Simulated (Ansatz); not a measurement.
# Al: the crystal squeezed far

An exercise on one series of results from a longer session: the logs are not shown, and one member is left open.

Program: Ansatz 0.2.0. Level of theory: DFT LDA, with the methods named in each step. These are calculated values, not measurements.

2 further runs of the same task are left out: 1 that didn't finish, 1 set aside as unsound or not needed. Runs told in other sessions of the task aren't counted.

### The system as given

It takes space group P6_3/mmc (No. 194, hexagonal). The conventional cell has a = 2.824 Å, b = 2.824 Å, c = 4.575 Å, α = 90.00°, β = 90.00°, γ = 120.00°. Al (site symmetry -6m2) has 12 Al at 2.81 to 2.82 Å in its first shell of neighbours.

Structure file:

```
Al
1.0
     2.82404    0.00000    0.00000
    -1.41202    2.44569    0.00000
     0.00000    0.00000    4.57495
Al
2
Cartesian
  0.0000 1.6305 1.1437
  1.4120 0.8152 3.4312
```

Whether this phase is the stable one at these pressures isn't tested.

Atoms are numbered in the order of the input: Al1, Al2.

The first run:

input.yaml

```yaml
crystal:
  lattice:
    - [2.8240430715, 0.0, 0.0]
    - [-1.4120215358, 2.4456930413, 0.0]
    - [0.0, 0.0, 4.5749497759]
  atoms:
    - { symbol: Al, position: [0.3333333333, 0.6666666667, 0.25] }
    - { symbol: Al, position: [0.6666666667, 0.3333333333, 0.75] }
kpoints:
  mp_grid: { grid: [15, 15, 8] }
scf:
  occupations: { method: fermi_dirac, width: 0.08 }
hamiltonian:
  xc: lda
  pseudopotentials: { kind: paw }
output:
  forces: true
  stress: true
relax:
  f_tol: 0.005
  max_steps: 40
  cell: {}
```

Started as:

```bash
$ ansatz run input.yaml --threads 1 --pin off --max-ram 2048MiB --backend cpu --events-out ev --progress --plain --runs-dir out
```

Among the steps run: Cell relaxed at zero pressure, PAW; Volume scaled by 1, PAW; Shape and atoms relaxed at 0.92 of the volume, PAW; Volume scaled by 0.92, PAW; Volume scaled by 0.92, PAW (cutoff 250 eV); Shape and atoms relaxed at 0.84 of the volume, PAW; Volume scaled by 0.84, PAW; Shape and atoms relaxed at 0.76 of the volume, PAW; Volume scaled by 0.76, PAW; Volume scaled by 0.76, PAW (cutoff 600 eV); Shape and atoms relaxed at 0.68 of the volume, PAW; Volume scaled by 0.68, PAW; Shape and atoms relaxed at 0.6 of the volume, PAW; Volume scaled by 0.6, PAW; Shape and atoms relaxed at 0.52 of the volume, PAW; Volume scaled by 0.52, PAW; Volume scaled by 0.52, PAW (cutoff 250 eV); Shape and atoms relaxed at 0.45 of the volume, PAW; Volume scaled by 0.45, PAW; Volume scaled by 0.45, PAW (level accurate).

One of the session's tables, all rows but one given; the rest of the session is left out.

```
              method  volume over the first  volume (Å³/atom)  pressure (GPa)
                 PAW                      1            15.950            0.01
                 PAW                   0.92            14.674            8.06
                 PAW                   0.84            13.398           20.53
                 PAW                   0.76            12.122           39.97
                 PAW                   0.68            10.846           70.78
                 PAW                    0.6             9.570          120.97
                 PAW                   0.52             8.294          206.04
                 PAW                   0.45             7.177          333.21
 PAW (cutoff 250 eV)                   0.92            14.674            9.93
 PAW (cutoff 250 eV)                   0.52             8.294          214.27
 PAW (cutoff 600 eV)                   0.76            12.122           39.96
PAW (level accurate)                   0.45                 ?               ?
```

Q: Estimate the row for PAW (level accurate), 0.45 from the others.

**Answer.** volume (Å³/atom): 7.177; pressure (GPa): 332.39.

Limits of these values: At pressures up to 333 GPa the PAW spheres may overlap and frozen cores may not hold, so those PAW values are rough without an all-electron check. Warnings in the runs' records: cutoff below recommended.
